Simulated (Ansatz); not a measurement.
# ClH3Sn, SMILES [Cl][SnH3]: vertical and adiabatic energies of changing the electron count

Program: Ansatz 0.2.0, Python API.

The script, `adiabatic_clh3sn.py`:
```python
"""Vertical and adiabatic ionisation of ClH3Sn."""

from dataclasses import dataclass

import ansatz as az
from ase import Atoms
import numpy as np


@dataclass(frozen=True)
class RunConfig:
    basis: str = "def2-SVP"
    xc: str = "pbe0"
    dispersion: str = "d3bj"
    charge: int = 1


opts = RunConfig()


def main() -> None:
    atoms = Atoms(["Cl", "Sn", "H", "H", "H"], positions=[
        (-1.8914, 0.351, 1.0556),
        (0.0932, -0.0308, -0.061),
        (-0.0993, 0.3681, -1.7719),
        (0.585, -1.71, 0.105),
        (1.3624, 0.9482, 0.6308),
    ])
    mol = az.Crystal.molecule_from_ase(atoms)

    calc = (
        mol.calculation()
        .basis(gaussian=opts.basis)
        .functional(opts.xc, dispersion=opts.dispersion)
    )
    symbols = [site.symbol for site in mol.cartesian_sites]
    start = np.array([site.position_ang for site in mol.cartesian_sites], dtype=float)
    data = calc.relax(force_tolerance=0.01).run().report
    end = np.array(data["positions_ang"])

    minimum = az.Crystal.molecule()
    for symbol, place in zip(symbols, end):
        minimum = minimum.atom(symbol, place.tolist())
    ion = (
        minimum.calculation()
        .basis(gaussian=opts.basis)
        .functional(opts.xc, dispersion=opts.dispersion)
        .charge(opts.charge)
        .spin("collinear", total=1)
    )
    vertical = ion.run().report
    settled = ion.relax(force_tolerance=0.01, max_steps=80).run().report
    print(f"vertical ionisation energy   {vertical['free_energy_ev'] - data['free_energy_ev']:.3f} eV")
    print(f"adiabatic, no zero point     {settled['free_energy_ev'] - data['free_energy_ev']:.3f} eV")
    print(f"relaxation energy of the ion {vertical['free_energy_ev'] - settled['free_energy_ev']:.3f} eV")
    ionised = np.array(settled["positions_ang"])
    print("final positions (A) and the move of each atom")
    for symbol, xyz, old in zip(symbols, ionised, end):
        print(f"{symbol:2s} {xyz[0]:10.5f} {xyz[1]:10.5f} {xyz[2]:10.5f}   {np.linalg.norm(xyz - old):7.4f}")


if __name__ == "__main__":
    main()
```

```console
$ python adiabatic_clh3sn.py
vertical ionisation energy   10.834 eV
adiabatic, no zero point     10.508 eV
relaxation energy of the ion 0.327 eV
final positions (A) and the move of each atom
Cl   -1.85369    0.43374    0.53873    0.5124
Sn    0.43142   -0.15768    0.07844    0.3355
H    -0.57909    0.42374   -1.33725    0.6109
H     0.59260   -1.83676    0.05282    0.1600
H     1.45866    1.06346    0.62576    0.1601
```

Caveats:
- The energies are electronic: no zero-point or thermal terms, and the basis set is short of its limit. The product may relax into another structure. Each relaxation finds its nearest minimum, which needn't be the lowest.
- def2 sets replace the cores of elements past krypton by effective core potentials.
- Hardware and time: 92 s on 1 thread of Arm Neoverse V2 (shared host), peak memory 0.25 GiB.
